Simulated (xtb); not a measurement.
**BGePH6O (SMILES PB[O][GeH3]): levels of theory compared**

Wanted: a comparison of 4 runs (GFN-FF, GFN2-xTB, GFN0-xTB, GFN1-xTB) of BGePH6O. 

The calculation is run with xtb 6.7.1.

4 further runs of the same task are left out: 2 that didn't finish, 2 set aside as unsound or not needed.

## 1. Starting point

BGePH6O has 10 atoms, charge 0, and is taken as a singlet. As SMILES, `PB[O][GeH3]`. The shape comes from GFN2-xTB, which is rough for such elements, and wasn't checked as a minimum. This is one conformer, not always the lowest.

Bond lengths: P1–B2 1.915 Å, B2–O3 1.320 Å, O3–Ge4 1.750 Å, P1–H5 1.385 Å, P1–H6 1.381 Å, B2–H7 1.178 Å, Ge4–H8 1.496 Å, Ge4–H9 1.495 Å, Ge4–H10 1.503 Å. Some angles: P1–B2–O3 123.0°, B2–O3–Ge4 142.4°, P1–B2–H7 119.1°, O3–B2–H7 117.8°, B2–P1–H5 96.5°, B2–P1–H6 97.4°, O3–Ge4–H8 106.5°, O3–Ge4–H9 101.1°, O3–Ge4–H10 109.8°, H5–P1–H6 93.9°.

## 2. Energy and gradient at GFN-FF (run 1)

The input, start.xyz:

```xyz
10

P     -0.07270000     1.55433000    -1.40604000
B      0.84324000     0.97136000     0.17152000
O      0.65772000    -0.21875000     0.71230000
Ge    -0.21879000    -1.71783000     0.49657000
H     -1.32956000     1.11285000    -1.02871000
H     -0.30723000     2.85499000    -1.00605000
H      1.66084000     1.67192000     0.65033000
H      0.46396000    -2.45332000    -0.61299000
H     -0.03761000    -2.35145000     1.83817000
H     -1.65987000    -1.42411000     0.18490000
```

Launch:

```bash
$ xtb start.xyz --grad -c 0 --gff -P 1 > xtb.out
```

Output:

```text
* xtb version 6.7.1
[...]
         ::                     SUMMARY                     ::
         :::::::::::::::::::::::::::::::::::::::::::::::::::::
         :: total energy              -0.860482215920 Eh    ::
         :: gradient norm              0.038598733499 Eh/a0 ::
         ::.................................................::
         :: bond energy               -0.871068581840 Eh    ::
         :: angle energy               0.034639514447 Eh    ::
         :: torsion energy             0.000214272586 Eh    ::
         :: repulsion energy           0.038463862790 Eh    ::
         :: electrostat energy        -0.058013814302 Eh    ::
         :: dispersion energy         -0.004516048205 Eh    ::
         :: HB energy                 -0.000000000020 Eh    ::
         :: XB energy                  0.000000000000 Eh    ::
         :: bonded atm energy         -0.000201421377 Eh    ::
         :: external energy            0.000000000000 Eh    ::
         :: add. restraining           0.000000000000 Eh    ::
         :: total charge              -0.000000000000 e     ::
[...]
molecular dipole:
                 x           y           z       tot (Debye)
 q only:       -0.359      -0.099      -0.298       1.212
           -------------------------------------------------
          | TOTAL ENERGY               -0.860482215920 Eh   |
          | GRADIENT NORM               0.038598733499 Eh/α |
           -------------------------------------------------
########################################################################
[WARNING] Runtime exception occurred
-1- gfnff_setup: Could not read topology file.
########################################################################
[...]
```

Standard error:

```text
normal termination of xtb
```

It took 0.013 s on 1 thread of Arm Neoverse V1, shared host.

## 3. Energy and forces at GFN2-xTB (run 2)

The input, mol.coord:

```
$coord
     -0.137383089260      2.937258007290     -2.657030520269  p
      1.593492657329      1.835604368416      0.324125824896  b
      1.242910666689     -0.413377589762      1.346051918571  o
     -0.413453178807     -3.246228228666      0.938381301705  ge
     -2.512504266257      2.102981717790     -1.943980161664  h
     -0.580580557269      5.395149188545     -1.901158967680  h
      3.138532736823      3.159470902284      1.228945590628  h
      0.876757332781     -4.636102896067     -1.158383217134  h
     -0.071072599547     -4.443596495751      3.473637870503  h
     -3.136699702483     -2.691177871341      0.349410360443  h
$end
```

Launch:

```bash
$ xtb mol.coord --grad --json -c 0 | tee xtb.out
```

Output:

```text
* xtb version 6.7.1
[...]
          :  # basis functions                  34          :
[...]
          :  # electrons                        24          :
[...]
          :  Hamiltonian                  GFN2-xTB          :
[...]
          :  net charge                          0          :
          :  unpaired electrons                  0          :
[...]
   *** convergence criteria satisfied after 13 iterations ***
[...]
         ::                     SUMMARY                     ::
         :::::::::::::::::::::::::::::::::::::::::::::::::::::
         :: total energy             -12.852107610165 Eh    ::
         :: gradient norm              0.000884233723 Eh/a0 ::
         :: HOMO-LUMO gap              3.854187537285 eV    ::
         ::.................................................::
         :: SCC energy               -12.932454158734 Eh    ::
         :: -> isotropic ES            0.039295446328 Eh    ::
         :: -> anisotropic ES         -0.001264451342 Eh    ::
         :: -> anisotropic XC          0.002946214288 Eh    ::
         :: -> dispersion             -0.005838115988 Eh    ::
         :: repulsion energy           0.080346548569 Eh    ::
         :: add. restraining           0.000000000000 Eh    ::
         :: total charge              -0.000000000000 e     ::
         :::::::::::::::::::::::::::::::::::::::::::::::::::::
[...]
        12        2.0000           -0.3752233             -10.2103 (HOMO)
        13                         -0.2335845              -6.3562 (LUMO)
[...]
     #   Z          covCN         q      C6AA      α(0)
     1  15          2.912    -0.247   171.796    23.550
     2   5          2.709     0.364    16.226     6.755
     3   8          1.573    -0.357    20.076     6.046
     4  32          3.628     0.207   167.951    23.288
     5   1          0.977     0.052     2.293     2.366
     6   1          0.977     0.052     2.290     2.365
     7   1          0.936    -0.107     5.826     3.774
     8   1          0.939     0.014     2.828     2.629
     9   1          0.939     0.014     2.820     2.625
    10   1          0.937     0.008     2.913     2.668
[...]
molecular dipole:
                 x           y           z       tot (Debye)
 q only:       -0.427      -0.682       0.195
   full:       -0.379      -0.518       0.488       2.049
molecular quadrupole (traceless):
[...]
          | TOTAL ENERGY              -12.852107610165 Eh   |
          | GRADIENT NORM               0.000884233723 Eh/α |
          | HOMO-LUMO GAP               3.854187537285 eV   |
           -------------------------------------------------
[...]
```

Standard error:

```text
normal termination of xtb
```

Wall time 0.026 s (1 thread of Arm Neoverse V1, shared host).

Run 3 isn't shown in full; the table further down has it.

## 4. Energy and gradient at GFN1-xTB (run 4)

The input, start.xyz:

```xyz
10
BGeH6OP
P     -0.07270     1.55433    -1.40604
B      0.84324     0.97136     0.17152
O      0.65772    -0.21875     0.71230
Ge    -0.21879    -1.71783     0.49657
H     -1.32956     1.11285    -1.02871
H     -0.30723     2.85499    -1.00605
H      1.66084     1.67192     0.65033
H      0.46396    -2.45332    -0.61299
H     -0.03761    -2.35145     1.83817
H     -1.65987    -1.42411     0.18490
```

Launch:

```bash
$ xtb start.xyz --json --gfn 1 --grad | tee start.out
```

Output:

```text
* xtb version 6.7.1
[...]
          :  # basis functions                  40          :
[...]
          :  # electrons                        24          :
[...]
          :  Hamiltonian                  GFN1-xTB          :
[...]
          :  net charge                          0          :
          :  unpaired electrons                  0          :
[...]
   *** convergence criteria satisfied after 13 iterations ***
[...]
         ::                     SUMMARY                     ::
         :::::::::::::::::::::::::::::::::::::::::::::::::::::
         :: total energy             -13.666217582917 Eh    ::
         :: gradient norm              0.037045241704 Eh/a0 ::
         :: HOMO-LUMO gap              4.058857703040 eV    ::
         ::.................................................::
         :: SCC energy               -13.762830904884 Eh    ::
         :: -> electrostatic           0.053293338017 Eh    ::
         :: repulsion energy           0.099938113362 Eh    ::
         :: dispersion energy         -0.003324791395 Eh    ::
         :: halogen bond corr.         0.000000000000 Eh    ::
         :: add. restraining           0.000000000000 Eh    ::
         :: total charge              -0.000000000000 e     ::
         :::::::::::::::::::::::::::::::::::::::::::::::::::::
[...]
        12        2.0000           -0.3884730             -10.5709 (HOMO)
        13                         -0.2393127              -6.5120 (LUMO)
[...]
     #   Z sym  total        # sym  WBO       # sym  WBO       # sym  WBO
 ---------------------------------------------------------------------------
     1  15      3.078 --     2      0.992     6      0.965     5      0.946
                             4      0.105
     2   5      3.249 --     3      1.222     1      0.992     7      0.922
     3   8      2.355 --     2      1.222     4      1.002
     4  32      3.986 --     3      1.002     9      0.913     8      0.911
                            10      0.910     1      0.105
     5   1      1.007 --     1      0.946
     6   1      1.007 --     1      0.965
     7   1      1.000 --     2      0.922
     8   1      0.999 --     4      0.911
     9   1      1.000 --     4      0.913
    10   1      0.999 --     4      0.910
 ---------------------------------------------------------------------------
[...]
          | TOTAL ENERGY              -13.666217582917 Eh   |
          | GRADIENT NORM               0.037045241704 Eh/α |
          | HOMO-LUMO GAP               4.058857703040 eV   |
           -------------------------------------------------
[...]
```

Standard error:

```text
normal termination of xtb
```

Run time: 0.026 s. Hardware: 1 thread of Arm Neoverse V1, shared host.

## 5. All runs side by side

| run | level | energy (Eh) | dipole moment (D) | dispersion energy (kJ/mol) | largest force (eV/Å) | wall time |
| --- | --- | --- | --- | --- | --- | --- |
| 1 | GFN-FF | -0.860482 | 1.21 | -11.86 | 1.148 | 0.013 s |
| 2 | GFN2-xTB | -12.852108 | 2.05 | -15.33 | 0.025 | 0.026 s |
| 3 | GFN0-xTB | -12.448522 | 2.28 | -6.49 | 0.610 | 0.022 s |
| 4 | GFN1-xTB | -13.666218 | 1.35 | -8.73 | 1.109 | 0.026 s |

## 6. What came out

```
                       quantity         value
            run 4: total energy  -13.66622 Eh
           run 4: dipole moment        1.35 D
             run 4: HOMO energy     -10.57 eV
             run 4: LUMO energy      -6.51 eV
           run 4: HOMO–LUMO gap       4.06 eV
       run 4: dispersion energy  -8.73 kJ/mol
run 4: largest force on an atom    1.109 eV/Å
```

**Reading.** The dipole moment (its size) runs from 1.21 D (GFN-FF) to 2.28 D (GFN0-xTB). Over runs 2, 3, 4 the HOMO–LUMO gap runs from 3.85 eV (GFN2-xTB) to 4.20 eV (GFN0-xTB). Force-field and semi-empirical energies have zeros of their own, so their totals don't compare. All runs together took 0.087 s, the longest 0.026 s.
